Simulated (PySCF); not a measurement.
# [CeH2]2+: other functionals and bases at one geometry

An exercise on one series of results from a longer session: the logs are not shown, and one member is left open.

The runs use PySCF 2.14.0; several levels, as the steps say, no spin–orbit coupling.

1 further run of the same task is left out (for a known fault of the program).

### Starting geometry

3 atoms, charge 2, spin multiplicity 1.

Bond lengths: Ce1–H2 1.867 Å, Ce1–H3 1.867 Å. Angles: H2–Ce1–H3 180.0°.

As a file:

```xyz
3
CeH2
Ce    0.0000    0.0000    0.5721
H     1.8673    0.0000    0.5725
H    -1.8673    0.0000    0.5725
```

Formal oxidation states: Ce +4. An earlier session relaxed this geometry at PBE0, Ce def2-SVP with ECP28, H def2-SVP (singlet, point group D∞h).

At PBE0 on the finer grid: E = -475.355477 Eh, HOMO -19.36 eV, LUMO -15.19 eV, Mulliken charge on Ce1 +1.78 e, largest force component 0.001 eV/Å. 

Levels to run: TPSSh; TPSS; PBE0, TZVP. Hardware: 2 threads of AMD EPYC 9R45 (Zen 5), shared host.

The first run:

The input, run.py (the lines that set the calculation):

```python
mol = gto.M(atom='''
Ce     0.00000     0.00000     0.57211
H      1.86732     0.00000     0.57246
H     -1.86732     0.00000     0.57246''',
    basis={'Ce': 'def2-SVP', 'H': 'def2-SVP'},
    ecp={'Ce': 'def2-SVP'},
    charge=2, spin=0)
mf = dft.RKS(mol, xc='TPSSH')
mf.grids.atom_grid = (75, 302)  # f atoms: unpruned, at least (60, 302)
mf = mf.density_fit()  # fitting sets: Ce def2-universal-JKFIT, H def2-universal-JKFIT
mf.conv_tol = 1e-08; mf.max_cycle = 55
mf.kernel(dm0)  # dm0: the density of the relaxed state
```

Started as:

```console
$ OMP_NUM_THREADS=2 python run.py
```

Among the steps run: TPSSh; TPSS; PBE0, TZVP.

One of the session's tables, all rows but one given; the rest of the session is left out.

```
              level  HOMO (eV)  gap (eV)  charge on Ce1 (e)  largest force component (eV/Å)
PBE0 (relaxed here)     -19.36      4.16               1.78                            0.00
              TPSSh     -18.68      2.00               1.81                            0.19
               TPSS          ?         ?                  ?                               ?
         PBE0, TZVP     -19.36      4.15               1.68                            0.01
```

Estimate the missing values for TPSS.

**Answer.** HOMO (eV): -18.16; gap (eV): 0.33; charge on Ce1 (e): 1.82; largest force component (eV/Å): 0.34. In the column «HOMO (eV)» it is the highest.

In one basis the HOMO–LUMO gap runs from 0.33 eV (TPSS) to 4.16 eV (PBE0). The largest leftover force, 0.34 eV/Å with TPSS, stands at a geometry relaxed at another level. Total energies of different levels can't be compared.
